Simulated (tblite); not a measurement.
# AlCl4H4O2: the cost of one run

Programs: tblite 0.8.0 and PySCF 2.14.0. All values are calculated, for the isolated system unless a continuum is named. Atoms count from 0, parts from 1.

## 1. The system as given

11 atoms, charge -1, multiplicity 1; geometry: rigid parts in contact. Parts: 1 = atoms 0–4, `[Cl][Al-]([Cl])([Cl])[Cl]`, charge -1; 2 = atoms 5–7, `O`, charge 0; 3 = atoms 8–10, `O`, charge 0.

## 2. Bringing the parts together with GFN2-xTB

What the job is given:

```
{"job": {"kind": "dock", "xc": "GFN2-xTB", "basis": "xTB"}, "charge": -1, "multiplicity": 1, "parts": [{"atoms": "0-4", "charge": -1, "multiplicity": 1}, {"atoms": "5-7", "charge": 0, "multiplicity": 1}, {"atoms": "8-10", "charge": 0, "multiplicity": 1}]}
Cl     0.608195    -1.861116    -0.808524
Al    -0.015737    -0.026616     0.020623
Cl    -2.067011     0.310168    -0.338080
Cl     1.042368     1.562056    -0.927473
Cl     0.407414     0.069311     2.078097
O     -0.655543     4.202494    -1.090400
H     -1.499745     3.749576    -1.144608
H      0.002981     3.494827    -1.175804
O      1.388202     4.808591     0.886851
H      0.825079     4.986852     0.124816
H      1.229700     3.884574     1.098734
```

With the program's defaults for keys left out, this is: GFN2-xTB search for minima from random contacts, gas phase.

Command:

```bash
> OMP_NUM_THREADS=1 python cluster_run.py task.json out
```

This one command runs all jobs of the session in turn.

**Question.** How long does this first job take on 1 thread of AMD EPYC 9R45, shared host?

About 5.9 s.
